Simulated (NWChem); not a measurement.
# MgNH3S (SMILES [NH2][Mg][SH]): r2SCAN/6-31G(d) (spherical functions)

Aim: the electronic atomisation energy of MgNH3S at r2SCAN/6-31G* (spherical functions), from 5 runs. 

The calculation is run with NWChem 7.3.0.

**1. The structure to begin with**

MgNH3S has 6 atoms, charge 0, and is taken as a singlet. SMILES: `[NH2][Mg][SH]`. The shape is that of a PBE0-D4/def2-TZVP optimisation.

Bond lengths: N1–Mg2 1.879 Å, Mg2–S3 2.290 Å, N1–H4 1.009 Å, N1–H5 1.009 Å, S3–H6 1.345 Å. Angles: N1–Mg2–S3 179.2°, Mg2–N1–H4 126.4°, Mg2–N1–H5 126.4°, Mg2–S3–H6 92.8°, H4–N1–H5 107.3°.

**2. A single-point energy at r2SCAN/6-31G(d) (spherical functions) (run 1)**

Input file calc.nw:

```
START calc
memory stack 880 mb heap 220 mb global 1100 mb
charge 0

GEOMETRY units angstrom noautosym nocenter noautoz
N       -1.031800       0.193600      -1.115500
Mg       0.046800      -0.000500       0.410900
S        1.337700      -0.230500       2.288600
H       -1.178500       1.042600      -1.640300
H       -1.568300      -0.532800      -1.565300
H        2.436200      -0.536400       1.575500
END

BASIS spherical bse
* library 6-31G*
END

DFT
xc r2scan
grid fine
convergence energy 1e-08
iterations 100
mulliken
noprint "final vectors analysis"
END

TASK dft
```

Command:

```bash
nwchem calc.nw > calc.out
```

What it wrote:

```text
[...]
          Wavefunction type:  closed shell.
          No. of atoms     :     6
          No. of electrons :    38
[...]
          Charge           :     0
          Spin multiplicity:     1
[...]
          AO basis - number of functions:    56
[...]
              XC Information
              --------------
                      r^2SCAN Method XC Functional
               r^2SCAN metaGGA Exchange Functional  1.000
                     r^2SCAN Correlation Potential  1.000
[...]
 d= 0,ls=0.0,diis     1   -654.6836251589 -7.63D+02  2.36D-02  5.36D-01     1.2
[...]
 d= 0,ls=0.0,diis    11   -654.7545986424 -1.36D-10  1.74D-07  4.39D-11     9.9
         Total DFT energy =     -654.754598642354
      One electron energy =    -1121.725037926026
           Coulomb energy =      409.247198683297
    Exchange-Corr. energy =      -50.231344444254
 Nuclear repulsion energy =      107.954585044629
[...]
      Total Density - Mulliken Population Analysis
     ---------------------------------------------
    Atom       Charge   Shell Charges
 -----------   ------   -------------------------------------------------------
    1 N    7     8.06   2.00  0.76  2.46  0.91  1.91  0.01
    2 Mg  12    11.35   2.00  2.00  5.96  0.47  0.52  0.07  0.13  0.20
    3 S   16    16.36   2.00  2.00  5.97  1.32  3.06  0.55  1.43  0.03
    4 H    1     0.67   0.50  0.17
    5 H    1     0.67   0.50  0.17
    6 H    1     0.89   0.49  0.39
[...]
```

It took 11 s on 1 thread of Intel Xeon Platinum 8488C (Sapphire Rapids), shared host; peak memory 0.11 GiB.

**3. The H atom at the same level (run 2)**

Input file geom.nw:

```
START geom
TITLE "H energy"
memory total 2200 mb

GEOMETRY noautosym nocenter noautoz
   H        0.000000       0.000000       0.000000
END

BASIS spherical bse
   * library 6-31G*
END

DFT
   xc r2scan
   mult 2
   grid fine
   convergence energy 1e-08
   maxiter 100
   mulliken
   print low
END

TASK dft energy
```

Run the same way, it converges to -0.49823 Eh (log not shown).

**4. The Mg atom, same level (run 3)**

Input file mg.nw:

```
start mg
title "Mg r2SCAN"
memory stack 880 mb heap 220 mb global 1100 mb

geometry units angstroms noautosym nocenter noautoz
Mg    0.000000    0.000000    0.000000
end

basis spherical bse
* library 6-31G*
end

dft
xc r2scan
grid fine
convergence energy 1e-08
maxiter 100
mulliken
noprint "final vectors analysis"
end

task dft energy
```

Run the same way, it converges to -200.02031 Eh (log not shown).

Run 4 isn't shown in full; the table further down has it.

**5. The S atom (run 5)**

Input file s.nw:

```
start s
memory stack 880 mb heap 220 mb global 1100 mb
charge 0

geometry units au noautosym nocenter noautoz
 S   0.00000000  0.00000000  0.00000000
end

basis "ao basis" spherical bse
 * library 6-31G*
end

dft
 xc r2scan
 mult 3
 grid fine
 convergence energy 1e-08
 maxiter 100
 mulliken
 noprint "final vectors analysis"
end

task dft energy
```

Run the same way, it converges to -398.05480 Eh (log not shown).

**6. All runs side by side**

| run | level | partner | energy (Eh) | wall time |
| --- | --- | --- | --- | --- |
| 1 | r2SCAN/6-31G* (spherical functions) | base | -654.754599 | 11 s |
| 2 | U-r2SCAN/6-31G* (spherical functions) | atoms | -0.498227 | 0.71 s |
| 3 | r2SCAN/6-31G* (spherical functions) | atoms | -200.020313 | 1 s |
| 4 | U-r2SCAN/6-31G* (spherical functions) | atoms | -54.560747 | 0.85 s |
| 5 | U-r2SCAN/6-31G* (spherical functions) | atoms | -398.054797 | 1.4 s |

**7. Results**

At r2SCAN/6-31G* (spherical functions):

| quantity | value |
| --- | --- |
| S atom: total energy | -398.05480 Eh |
| S atom: ⟨S²⟩ | 2.003 |
| electronic atomisation energy | 16.982 eV |

What this shows: Taking the molecule apart into free atoms costs 16.98 eV (392 kcal/mol), before zero-point energy and without spin-orbit coupling. All runs together took 15 s, the longest 11 s.
